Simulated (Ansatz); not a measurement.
# C₂H₅NOSi: up Jacob's ladder to CCSD(T)

An exercise on one series of results from a longer session: the logs are not shown, and one member is left open.

The runs use Ansatz 0.2.0, Gaussian basis; functionals in def2-TZVPP, the program's frozen cores in correlated methods.

Plan: PBE-D4, r2SCAN-D4, PBE0-D4, B3LYP-D4, ωB97X-V, ωB97M-V, B2PLYP; CCSD(T)/def2-TZVPP; MP2/def2-QZVPP; extrapolation to the limit.

### The geometry

All runs share one geometry, relaxed beforehand with PBE0-D4 in a triple-zeta def2 set.

10 atoms, charge 0, spin multiplicity 1.

Atoms are counted from 1 here; the program's logs count them from 0.

Bond lengths: Si1–N2 1.757 Å, Si1–H6 1.479 Å, Si1–H7 1.481 Å, Si1–H8 1.482 Å, N2–C3 1.334 Å, N2–H9 1.012 Å, C3–C4 1.387 Å, C3–O5 1.256 Å, C4–H10 1.095 Å. Angles: N2–Si1–H6 106.4°, N2–Si1–H7 107.1°, N2–Si1–H8 111.0°, H6–Si1–H7 111.7°, H6–Si1–H8 111.0°, H7–Si1–H8 109.6°, Si1–N2–C3 123.6°, Si1–N2–H9 122.4°, C3–N2–H9 113.7°, N2–C3–C4 140.4°, N2–C3–O5 128.9°, C4–C3–O5 90.4°, C3–C4–H10 111.7°.

The first run:

File in.yaml:

```yaml
crystal:
  periodic: [false, false, false]
  atoms:
    - {symbol: Si, position_ang: [-1.498889, -0.002150, 0.303403]}
    - {symbol: N, position_ang: [0.188482, -0.192971, 0.754443]}
    - {symbol: C, position_ang: [1.205759, 0.064602, -0.069596]}
    - {symbol: C, position_ang: [1.453421, 0.582127, -1.331912]}
    - {symbol: O, position_ang: [2.438798, 0.023862, 0.164107]}
    - {symbol: H, position_ang: [-1.548922, -0.097433, -1.171516]}
    - {symbol: H, position_ang: [-2.249787, -1.103631, 0.949705]}
    - {symbol: H, position_ang: [-2.028756, 1.301229, 0.768561]}
    - {symbol: H, position_ang: [0.475811, -0.416874, 1.698461]}
    - {symbol: H, position_ang: [1.647184, -0.210059, -2.062657]}
basis:
  gaussian: {orbitals: def2-TZVPP}
hamiltonian: {xc: pbe, dispersion: d4}
output: {forces: true, orbitals: {seedname: orbitals}}
```

Started as:

```console
$ ansatz run in.yaml --threads 4 --pin off --events-out ev --progress --plain --max-ram 10444MiB
```

Steps of the session up to this table: PBE-D4 (GGA); r2SCAN-D4 (meta-GGA); PBE0-D4 (hybrid); B3LYP-D4 (hybrid); ωB97X-V (range-separated); ωB97M-V (range-separated); B2PLYP (double hybrid); CCSD(T) in def2-TZVPP; MP2 in def2-QZVPP.

One of the session's tables, all rows but one given; the rest of the session is left out.

```
            method  atomisation energy (eV)
            PBE-D4                   39.035
         r2SCAN-D4                        ?
           PBE0-D4                   37.770
          B3LYP-D4                   37.845
           ωB97X-V                   37.863
           ωB97M-V                   37.846
            B2PLYP                   37.345
     HF/def2-TZVPP                   25.249
    MP2/def2-TZVPP                   37.105
   CCSD/def2-TZVPP                   35.555
CCSD(T)/def2-TZVPP                   36.402
           MP2/CBS                   38.307
       CCSD(T)/CBS                   37.603
```

**Question.** Estimate the row for r2SCAN-D4.

As computed: atomisation energy (eV): 37.858. In the column «atomisation energy (eV)» it lies between ωB97M-V (37.846) and ωB97X-V (37.863).
